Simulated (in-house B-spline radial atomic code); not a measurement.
# Ru⁴¹⁺: excited configurations

How much energy does it take to promote electrons of Ru⁴¹⁺ to other shells? Each configuration is solved by itself and compared with the reference.

The numbers are computed with in-house B-spline radial atomic code version 1 (Dirac-Hartree-Fock, average of configuration, Fermi nucleus, basis-set limit), except any that are marked as measured or tabulated.

### Step 1. The atom as given

* element: ruthenium (Z = 44)
* charge: +41
* electrons: 3
* configuration: [He] 2s1
* Hamiltonian: Dirac-Coulomb
* nucleus: Fermi, rms radius 4.481 fm

The outer shells:

[He] 2s1
```
[He] core
2s [↑ ]
```

The boxes draw the filling by Hund's rule, which heavy ions in jj coupling don't follow; these runs average over all states of the configuration.

Input settings:

```ini
Z = 44
electrons = 3.0
configuration = [He] 2s1
hamiltonian = dirac
method = hf
spin_polarised = False
nucleus = fermi
rms_radius = 4.4809
mass_number = 102
atomic_mass = 101.904340312
speed_of_light = 137.035999084
```

This reference run was done before. Its total energy is -2192.249374 hartree, and its levels are (the highest eight at most):

```tsv
orbital	occupation	energy (eV)	<r> (bohr)
1s1/2	2	-26040.0	0.03320
2s1/2	1	-6317.50	0.1351
```

### Step 2. Run with [He] 4p1

Input settings:

```ini
Z = 44
electrons = 3.0
configuration = [He] 4p1
hamiltonian = dirac
method = hf
spin_polarised = False
nucleus = fermi
rms_radius = 4.4809
mass_number = 102
atomic_mass = 101.904340312
speed_of_light = 137.035999084
```

### Step 3. [He] 6d1

Changes to the settings of step 2:

```diff
@@ -2,3 +2,3 @@
 electrons = 3.0
-configuration = [He] 4p1
+configuration = [He] 6d1
 hamiltonian = dirac
```

### Step 4. [He] 4d1

Changes to the settings of step 3:

```diff
@@ -2,3 +2,3 @@
 electrons = 3.0
-configuration = [He] 6d1
+configuration = [He] 4d1
 hamiltonian = dirac
```

### Step 5. [He] 3d1

Changes to the settings of step 4:

```diff
@@ -2,3 +2,3 @@
 electrons = 3.0
-configuration = [He] 4d1
+configuration = [He] 3d1
 hamiltonian = dirac
```

### Step 6. [He] 5g1

Changes to the settings of step 5:

```diff
@@ -2,3 +2,3 @@
 electrons = 3.0
-configuration = [He] 3d1
+configuration = [He] 5g1
 hamiltonian = dirac
```

Before running: How far above the reference does each configuration lie (order and size, in eV)?

**Answer**, as computed:

| net move | configuration | energy above the reference (eV) | with Breit, QED, recoil (eV) | largest <r> (bohr) |
| --- | --- | --- | --- | --- |
| 2s → 3d | [He] 3d1 | 3637.71 | 3631.77 | 0.249 |
| 2s → 4p | [He] 4p1 | 4795.63 | 4790.06 | 0.541 |
| 2s → 4d | [He] 4d1 | 4809.67 | 4803.71 | 0.497 |
| 2s → 5g | [He] 5g1 | 5356.16 | 5350.17 | 0.654 |
| 2s → 6d | [He] 6d1 | 5647.83 | 5641.84 | 1.21 |

Quantum defects of the promoted electron, δ = n − ζ/√(−2ε) with ζ = 42 and ε its orbital energy in hartree:

| promotion | δ |
| --- | --- |
| 2s → 3d | 0.007 |
| 2s → 4p | 0.029 |
| 2s → 4d | 0.010 |
| 2s → 5g | 0.003 |
| 2s → 6d | 0.013 |

At the bottom stands 2s → 3d (3637.71 eV), at the top 2s → 6d (5647.83 eV). Of those tabulated, the defect is largest for 4p (0.03) and least for 5g (0.00); at this charge much of the defect is relativistic. These are averages over configurations, without correlation, not spectroscopic levels.
